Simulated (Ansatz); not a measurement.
# Te2P3: the cost of one run

Method: DFT PBE, scalar-relativistic, plane waves, PAW, in Ansatz 0.2.0.

**1. The system as given**

It takes space group R-3c (No. 167, trigonal). The conventional cell has a = 6.720 Å, b = 6.720 Å, c = 18.348 Å, α = 90.00°, β = 90.00°, γ = 120.00°. Around Te (site symmetry 3) lie 6 P at 2.62 to 2.78 Å. P (site symmetry 2) is surrounded by 4 Te at 2.62 to 2.78 Å.

Structure file:

```
CELL_PARAMETERS angstrom
3.36020 1.94001 6.11607
-3.36020 1.94001 6.11607
0.00000 -3.88002 6.11607
ATOMIC_POSITIONS crystal
Te 0.85218 0.85218 0.85218
Te 0.64782 0.64782 0.64782
Te 0.14782 0.14782 0.14782
Te 0.35218 0.35218 0.35218
P 0.05625 0.44375 0.75000
P 0.75000 0.05625 0.44375
P 0.44375 0.75000 0.05625
P 0.94375 0.55625 0.25000
P 0.25000 0.94375 0.55625
P 0.55625 0.25000 0.94375
```

(A quick probe on a coarse mesh, which set the mesh and smearing, is not shown.)

**3. Coarse relaxation**

input.yaml

```yaml
crystal:
  lattice:
    - [3.3601990411, 1.9400118209, 6.1160668579]
    - [-3.3601990411, 1.9400118209, 6.1160668579]
    - [0.0, -3.8800236419, 6.1160668579]
  atoms:
    - { symbol: Te, position: [0.85218, 0.85218, 0.85218] }
    - { symbol: Te, position: [0.64782, 0.64782, 0.64782] }
    - { symbol: Te, position: [0.14782, 0.14782, 0.14782] }
    - { symbol: Te, position: [0.35218, 0.35218, 0.35218] }
    - { symbol: P, position: [0.05625, 0.44375, 0.75] }
    - { symbol: P, position: [0.75, 0.05625, 0.44375] }
    - { symbol: P, position: [0.44375, 0.75, 0.05625] }
    - { symbol: P, position: [0.94375, 0.55625, 0.25] }
    - { symbol: P, position: [0.25, 0.94375, 0.55625] }
    - { symbol: P, position: [0.55625, 0.25, 0.94375] }
basis:
  ecutwfc: 420
kpoints:
  mp_grid: { grid: [3, 3, 3] }
hamiltonian:
  xc: pbe
scf:
  occupations: { method: gaussian, width: 0.1 }
  lower_state_search: "off"
output:
  forces: true
  stress: true
  eigenvalues: true
relax:
  adjacent_minimum: "off"
  f_tol: 0.04
  max_steps: 70
  cell: { stress_tol: 0.4 }
```

Launch:

```console
$ ansatz run input.yaml --threads 1 --pin off --max-ram 2560MiB --backend cpu --events-out ev --progress --plain --runs-dir out
```

What time and memory should one allow on 1 thread of AMD EPYC 7R43 (Zen 3), shared host?

About 76 s, with a peak of 0.53 GiB.
